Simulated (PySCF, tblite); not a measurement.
**C₅H₁₅NOSi: geometry, infrared bands and NMR shifts**

What infrared bands and NMR shifts should C₅H₁₅NOSi (`CO[SiH2]CCN(C)C`) show?

Computed with tblite 0.8.0 and PySCF 2.14.0, with density-fitted response routines of our own, on a single molecule in the gas phase. Atoms count from 0, in the outputs and in this text.

## 1. The molecule as given

23 atoms, charge 0, multiplicity 1; geometry from: force field or distance geometry start.

Bonds of the start (Å): C0–O1 1.36, O1–Si2 1.69, Si2–C3 1.90, C3–C4 1.50, C4–N5 1.43, N5–C6 1.42, N5–C7 1.41, C0–H8 1.10, C0–H9 1.13, C0–H10 1.10, Si2–H11 1.46, Si2–H12 1.46, C3–H13 1.10, C3–H14 1.11, C4–H15 1.10, C4–H16 1.14, C6–H17 1.11, C6–H18 1.13, C6–H19 1.11, C7–H20 1.11, C7–H21 1.12, C7–H22 1.11.

## 2. Geometry optimisation with GFN2-xTB

The job: settings as JSON, then the geometry in Å.

```
{"job": {"kind": "relax", "xc": "GFN2-xTB", "basis": "xTB"}, "charge": 0, "multiplicity": 1}
C      3.749500    -0.444600    -0.296900
O      2.938100    -0.586500     0.780700
Si     1.294400    -0.804100     0.471100
C      0.538500     0.908800     0.151200
C     -0.635700     0.812400    -0.774300
N     -1.623900    -0.022700    -0.174000
C     -2.256300     0.630000     0.911600
C     -2.405200    -0.823100    -1.027200
H      3.228600    -0.471000    -1.264500
H      4.225200     0.576100    -0.177200
H      4.548000    -1.195600    -0.246400
H      0.652600    -1.400500     1.637300
H      0.992800    -1.659700    -0.679000
H      1.305400     1.605200    -0.211700
H      0.205300     1.237400     1.154000
H     -0.369100     0.494800    -1.792800
H     -1.028600     1.874400    -0.913700
H     -2.370400    -0.046800     1.783700
H     -3.305400     0.908600     0.598300
H     -1.711200     1.572400     1.151800
H     -1.840800    -1.617500    -1.555500
H     -3.178900    -1.362600    -0.432200
H     -2.957600    -0.158500    -1.725100
```

Started as:

```console
$ OMP_NUM_THREADS=1 python probes_run.py task.json out
```

This one command runs all jobs of the session in turn.

**Question.** This job is followed by: GFN2-xTB harmonic vibrations, gas phase; GIAO PBE0/pcSseg-1 NMR shielding, non-relativistic, gas phase. What will the session give for the following? strongest single infrared mode (GFN2-xTB); zero-point energy (GFN2-xTB); ¹³C shifts against TMS (PBE0/pcSseg-1, means over atoms taken as alike); ¹H shifts against TMS (PBE0/pcSseg-1, means over atoms taken as alike); ¹⁷O shifts against H2O (PBE0/pcSseg-1); ²⁹Si shifts against TMS (PBE0/pcSseg-1); ¹⁵N shifts against NH3 (PBE0/pcSseg-1); surface potential, 1st and 99th percentile.

As calculated:

| quantity | value |
| --- | --- |
| strongest single infrared mode (GFN2-xTB) | 792 cm⁻¹, 417 km/mol |
| zero-point energy (GFN2-xTB) | 121.8 kcal/mol |
| ¹³C shifts against TMS (PBE0/pcSseg-1, means over atoms taken as alike) | 55.5, 53.7, 46.4, 12.6 ppm |
| ¹H shifts against TMS (PBE0/pcSseg-1, means over atoms taken as alike) | 4.76, 3.69, 2.40, 2.15, 1.12 ppm |
| ¹⁷O shifts against H2O (PBE0/pcSseg-1) | 10.4 ppm |
| ²⁹Si shifts against TMS (PBE0/pcSseg-1) | -22.8 ppm |
| ¹⁵N shifts against NH3 (PBE0/pcSseg-1) | 51.5 ppm |
| surface potential, 1st and 99th percentile | -1.51 V and 0.68 V |

In words: Over 163 steps the energy fell by 0.820 eV; of the close pairs, O1–Si2 changed most, 1.687 to 1.632 Å. All 63 modes are real, so the xTB geometry is a minimum. The strongest single mode, at 792 cm⁻¹, is carried by Si2, H11, H12. Unscaled tight-binding wavenumbers are off by several per cent, some by more. Its intensities can rank the bands wrongly. C4 (sp3 CH2 bonded to N) lies farthest downfield among carbon, at 55.5 ppm; deshielded by the electronegative neighbour. At PBE0/pcSseg-1: The largest span, 110 ppm, is at O1, where the paramagnetic term is -73 ppm.
